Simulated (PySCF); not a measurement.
# C₅H₆F₂OSi: runs on many settings, part 2 of 2

PySCF 2.14.0. Atoms count from 0. The steps go on from the part before.

## 6. J couplings: B3LYP/6-31G

What the job is given:

```
{"job": {"kind": "j", "xc": "B3LYP", "basis": "6-31G", "scf": {"aux": "def2-universal-jkfit"}}, "charge": 0, "multiplicity": 1}
F      3.709042    -0.160110     0.195656
C      2.504090     0.266732    -0.208947
F      2.572463     1.623666    -0.214648
O      1.581604    -0.194141     0.658702
C      0.255123    -0.108012     0.289758
C     -0.258400     0.525407    -0.772343
C     -1.706028     0.425751    -0.887466
C     -2.354057    -0.268572     0.058429
Si    -1.122465    -0.932817     1.319034
H      2.347603    -0.056764    -1.256362
H      0.296083     1.092551    -1.505307
H     -2.194240     0.911854    -1.720073
H     -3.424702    -0.381365     0.047135
H     -1.232030    -0.349220     2.652305
H     -0.978500    -2.386970     1.322217
```

Method: B3LYP/6-31G indirect spin-spin coupling, non-relativistic, gas phase.

The log of the run:

```text
final grid: 134616 points
cycle   1  E = -758.1382510562  dE =  1.675e+00  |g| = 9.307e-01  |ddm| = 3.955e+00
cycle   2  E = -757.9371895729  dE =  2.011e-01  |g| = 1.416e+00  |ddm| = 1.953e+00
cycle   3  E = -758.3182627859  dE = -3.811e-01  |g| = 1.075e-01  |ddm| = 1.176e+00
cycle   4  E = -758.3204581066  dE = -2.195e-03  |g| = 6.275e-02  |ddm| = 1.893e-01
cycle   5  E = -758.3214039673  dE = -9.459e-04  |g| = 1.849e-02  |ddm| = 7.451e-02
cycle   6  E = -758.3214936642  dE = -8.970e-05  |g| = 2.738e-03  |ddm| = 2.477e-02
cycle   7  E = -758.3214953519  dE = -1.688e-06  |g| = 1.506e-03  |ddm| = 5.178e-03
cycle   8  E = -758.3214959210  dE = -5.690e-07  |g| = 3.881e-04  |ddm| = 1.713e-03
cycle   9  E = -758.3214959587  dE = -3.772e-08  |g| = 7.604e-05  |ddm| = 4.943e-04
cycle  10  E = -758.3214959603  dE = -1.628e-09  |g| = 2.173e-05  |ddm| = 1.228e-04
cycle  11  E = -758.3214959604  dE = -6.207e-11  |g| = 1.368e-05  |ddm| = 2.717e-05
converged SCF energy = -758.3214959604

Indirect spin-spin couplings (Hz)
  i      j    bonds     total        FC       PSO       DSO        SD
  0 F    1 C    1   -293.299  -280.786   -22.819     1.468     8.838
  0 F    2 F    2    196.792   100.509    29.933     0.006    66.344
  0 F    3 O    2    -47.582   -50.125     3.733    -0.073    -1.117
  0 F    4 C    3      4.722     4.715    -0.520    -0.328     0.855
  0 F    5 C    4     -0.330    -0.520     0.413    -0.236     0.013
  0 F    6 C    5      0.662     0.806     0.118    -0.217    -0.044
  0 F    7 C    5      0.195     0.235     0.095    -0.207     0.072
  0 F    9 H    2     70.102    74.278    -0.436    -0.364    -3.376
  0 F   11 H    6     -0.222     0.177     0.411    -0.828     0.018
  0 F   12 H    6     -0.350     0.111     0.334    -0.836     0.042
  0 F   13 H    5     -0.366    -0.024     0.202    -0.550     0.006
  0 F   14 H    5     -0.202    -0.038     0.225    -0.368    -0.021
  1 C    2 F    1   -331.314  -322.424   -19.664     1.476     9.297
  1 C    8 Si   3     -4.452    -4.299    -0.078     0.032    -0.107
  1 C    9 H    1    220.656   218.941    -0.093     1.808         -
  1 C   10 H    4      0.695     0.336    -0.134     0.493         -
  1 C   11 H    5     -0.170    -0.118     0.075    -0.127         -
  1 C   12 H    5      0.565     0.719     0.067    -0.221         -
  1 C   13 H    4     -0.406    -0.290     0.057    -0.174         -
  1 C   14 H    4     -0.479    -0.402     0.043    -0.120         -
  2 F    3 O    2    -22.142   -13.119    -3.556    -0.044    -5.422
  2 F    4 C    3     -3.778    -3.314    -0.170     0.051    -0.346
  2 F    5 C    4      2.067     2.368    -0.275     0.182    -0.208
  2 F    6 C    5     -0.688    -0.684     0.057    -0.086     0.025
  2 F    7 C    5      1.362     1.154     0.297    -0.151     0.063
  2 F    8 Si   4     -1.026    -0.963    -0.085     0.124    -0.102
  2 F    9 H    2     89.879    94.732    -1.160    -0.162    -3.531
  2 F   10 H    5      3.144     2.228    -0.617     1.467     0.065
  2 F   12 H    6     -0.907    -0.451     0.370    -0.751    -0.076
  2 F   13 H    5      0.357     0.645     0.098    -0.376    -0.009
  2 F   14 H    5     -0.501    -0.007     0.329    -0.846     0.023
  3 O    8 Si   2     12.274    12.376    -0.175     0.012     0.061
  3 O    9 H    2     -4.154    -4.535     0.365     0.016         -
  3 O   10 H    3     -2.071    -2.474     0.405    -0.002         -
  3 O   11 H    4     -0.262    -0.370    -0.052     0.160         -
  3 O   12 H    4     -0.441    -0.575    -0.031     0.164         -
  3 O   13 H    3      0.656     0.713    -0.036    -0.021         -
  3 O   14 H    3      0.615     0.662    -0.025    -0.023         -
  4 C    8 Si   1    -75.484   -75.319     0.852    -0.148    -0.868
  4 C    9 H    3      1.672     1.670    -0.223     0.225         -
  4 C   10 H    2     -8.671    -7.175    -1.287    -0.209         -
  4 C   11 H    3      9.748     9.995     0.144    -0.392         -
  4 C   12 H    3      1.891     1.998     0.241    -0.349         -
  4 C   13 H    2      0.238     0.333    -0.067    -0.028         -
  4 C   14 H    2      0.304     0.388    -0.069    -0.015         -
  5 C    8 Si   2    -13.148   -13.315     0.199    -0.006    -0.026
  5 C    9 H    4      0.932     0.719    -0.197     0.411         -
  5 C   10 H    1    164.044   162.366     0.479     1.199         -
  5 C   11 H    2      2.038     2.462    -0.251    -0.173         -
  5 C   12 H    3     11.806    12.170     0.091    -0.455         -
  5 C   13 H    3      2.699     2.995    -0.015    -0.281         -
  5 C   14 H    3      2.459     2.754    -0.016    -0.278         -
  6 C    8 Si   2     -2.399    -2.525     0.117     0.000     0.009
  6 C    9 H    5     -0.280    -0.280     0.033    -0.033         -
  6 C   10 H    2     -1.343    -0.893    -0.286    -0.164         -
  6 C   11 H    1    166.532   165.413     0.135     0.983         -
  6 C   12 H    2     -8.530    -6.593    -1.545    -0.392         -
  6 C   13 H    3      5.950     6.299    -0.040    -0.308         -
  6 C   14 H    3      6.035     6.383    -0.043    -0.306         -
  7 C    8 Si   1    -71.779   -72.217     1.493    -0.105    -0.950
  7 C    9 H    5      0.196     0.292     0.040    -0.136         -
  7 C   10 H    3      8.212     8.553     0.119    -0.460         -
  7 C   11 H    2     -6.439    -4.664    -1.336    -0.439         -
  7 C   12 H    1    172.242   171.123     0.188     0.931         -
  7 C   13 H    2     -0.011     0.226    -0.035    -0.203         -
  7 C   14 H    2      0.121     0.355    -0.036    -0.198         -
  8 Si   9 H    4      0.300     0.329    -0.093     0.127    -0.063
  8 Si  10 H    3     -9.009    -9.234    -0.170     0.310     0.086
  8 Si  11 H    3    -13.543   -13.783    -0.197     0.330     0.107
  8 Si  12 H    2     -8.934    -8.950     0.097     0.211    -0.292
  8 Si  13 H    1   -214.476  -215.292     1.559    -0.337    -0.406
  8 Si  14 H    1   -210.730  -211.529     1.534    -0.339    -0.397
  9 H   10 H    5      1.426    -0.308    -0.939     2.673         -
  9 H   12 H    6     -0.646    -0.154     0.292    -0.783         -
  9 H   13 H    5     -0.493     0.241     0.320    -1.054         -
 10 H   11 H    3      5.327     5.274     0.063    -0.010         -
 10 H   12 H    4     -1.057     0.074     0.606    -1.736         -
 10 H   13 H    4     -0.789     0.234     0.384    -1.406         -
 10 H   14 H    4     -0.968     0.061     0.393    -1.422         -
 11 H   12 H    3     12.119    12.868    -0.132    -0.617         -
 11 H   13 H    4     -1.693    -0.622     0.392    -1.462         -
 11 H   14 H    4     -1.736    -0.664     0.392    -1.464         -
 12 H   13 H    3     -0.374     0.336     0.239    -0.948         -
 12 H   14 H    3     -0.409     0.312     0.243    -0.964         -
 13 H   14 H    2      2.830     4.805     0.154    -2.128         -
```

Run time: 58 s. Hardware: 1 thread of Intel Xeon at 2.50GHz, shared host; peak memory 0.67 GiB.

The basis is not made for couplings: without tight functions at the nuclei these values are rough.

A choice of the couplings up to four bonds, sorted by the number of bonds, with means over like pairs; isotopes 13C, 19F, 1H, 17O, 29Si:

```csv
pair,bonds,J (Hz),Fermi contact (Hz),dihedral (°)
F0–C1,1,-312.3,-301.6,–
C1–H9,1,220.7,218.9,–
Si8–H13,1,-212.6,-213.4,–
C7–H12,1,172.2,171.1,–
C6–H11,1,166.5,165.4,–
C5–H10,1,164.0,162.4,–
C4–Si8,1,-75.5,-75.3,–
C7–Si8,1,-71.8,-72.2,–
F0–F2,2,196.8,100.5,–
F0–H9,2,80.0,84.5,–
F0–O3,2,-34.9,-31.6,–
C5–Si8,2,-13.1,-13.3,–
O3–Si8,2,12.3,12.4,–
Si8–H12,2,-8.9,-8.9,–
C4–H10,2,-8.7,-7.2,–
C6–H12,2,-8.5,-6.6,–
C7–H11,2,-6.4,-4.7,–
Si8–H11,3,-13.5,-13.8,-180
H11–H12,3,12.1,12.9,0
C5–H12,3,11.8,12.2,180
C4–H11,3,9.7,10.0,-180
Si8–H10,3,-9.0,-9.2,178
C7–H10,3,8.2,8.6,-179
C6–H13,3,6.0,6.3,113
H10–H11,3,5.3,5.3,1
C1–Si8,3,-4.5,-4.3,172
H11–H13,4,-1.7,-0.6,–
H10–H12,4,-1.1,0.1,–
```

The spin-dipole term was solved for some atoms only; pairs without it lack that part.

The response was solved for the nuclei of F, H, Si alone, so couplings that need other nuclei can be missing.

Quadrupole couplings from the field gradients of the same density:

```csv
atom,isotope,eQq/h (MHz),η
O3,17O,-10.7,0.65
```

Shifts (PBE0/pcSseg-1, unscaled) and these couplings together give the proton spectrum at 300 MHz below.

¹H NMR δ 7.15 (ddt, J = 12.1, 5.3, 1.7 Hz, 1H), 6.62 (td, J = 80.0, 1.4 Hz, 1H), 6.08 (dtt, J = 5.3, 1.6, 1.2 Hz, 1H), 5.71 (dd, J = 12.1, 1.1 Hz, 1H), 4.69 (d, J = 1.7 Hz, 2H). The letters are first-order; like nuclei with unlike couplings give more lines.

## 7. Side by side: NMR shifts

Shifts (ppm) of some atoms, chosen among heavy atoms and hydrogens apart, means over like atoms, with basis size and wall time:

```csv
run,C5,C1,C7,H9,H13,F0,O3,functions,time
PBE0/pcSseg-1,124.6,123.0,121.8,6.62,4.69,-101.7,183.2,190,2.1 min
LC-wPBE/pcSseg-0,133.5,136.6,132.5,7.46,5.21,-86.7,164.7,97,59 s
```

## 8. Comparing the runs: electronic excitations

Excitations and ground-state properties, with basis size and wall time:

```csv
run,lowest singlet (eV),brightest (eV),f,gap (eV),α (Å³),μ (D),functions,time
PBE0/def2-SVPD,4.11,4.11,0.083,4.99,13.07,2.64,241,2.5 min
BHandHLYP/def2-SVPD,4.26,4.26,0.083,6.90,12.63,2.88,241,2.4 min
```

## 9. Summary of results

What follows sums up all 2 parts.

```
                                                                 quantity                                  value
                                   ¹³C shifts against TMS (PBE0/pcSseg-1)  172.2, 156.5, 124.6, 123.0, 121.8 ppm
   ¹H shifts against TMS (PBE0/pcSseg-1, means over atoms taken as alike)       7.15, 6.62, 6.08, 5.71, 4.69 ppm
¹⁹F shifts against CFCl3 (PBE0/pcSseg-1, means over atoms taken as alike)                             -101.7 ppm
                                   ¹⁷O shifts against H2O (PBE0/pcSseg-1)                              183.2 ppm
                                  ²⁹Si shifts against TMS (PBE0/pcSseg-1)                              -51.4 ppm
                                    surface potential, 1st and 99th percentile                     -0.84 V and 1.38 V
                                          lowest singlet (PBE0/def2-SVPD)            4.11 eV (302 nm), f = 0.083
                                                           lowest triplet                                2.50 eV
                              largest coupling of the table (B3LYP/6-31G)               ¹J(F,C) F0–C1, -312.3 Hz
                                                 range of the shift of O3                     164.7 to 183.2 ppm
                                              range of the lowest singlet                        4.11 to 4.26 eV
```

What this shows: Single values in the summary come from the first run of each kind that ended normally (PBE0/pcSseg-1; PBE0/def2-SVPD; B3LYP/6-31G), which need not be the best level. At PBE0/pcSseg-1: Shielding is most anisotropic at C6 (span 233 ppm, paramagnetic term -223 ppm). By nearest atom (PBE0/pcSseg-1), the HOMO sits on C7 27 %; C4, C5 about 20 % each and the LUMO on C4, C7 about 20 % each; C6 16 %. Of the pairs tabulated at B3LYP/6-31G, F0–C1 (mean over like pairs) couples most strongly (-312.3 Hz; Fermi contact -301.6 Hz). Couplings across rotatable bonds belong to this one conformer; where others are populated, the observed values are averages. Density functionals describe couplings to fluorine poorly, F–F couplings above all, so those rows are rough. In ppm, O3 moves most: its shift spreads over 18.5 ppm, from 164.7 (LC-wPBE/pcSseg-0) to 183.2 (PBE0/pcSseg-1). The lowest singlet runs from 4.11 eV (PBE0/def2-SVPD) to 4.26 eV (BHandHLYP/def2-SVPD), while the orbital gap spans 4.99 to 6.90 eV: the excitation energy moves far less from run to run than the orbital gap does. The lowest state need not be the same one in every run. The runs solved for a few states only, so the brightest column depends on that window. Couplings from bases without tight functions are rough.
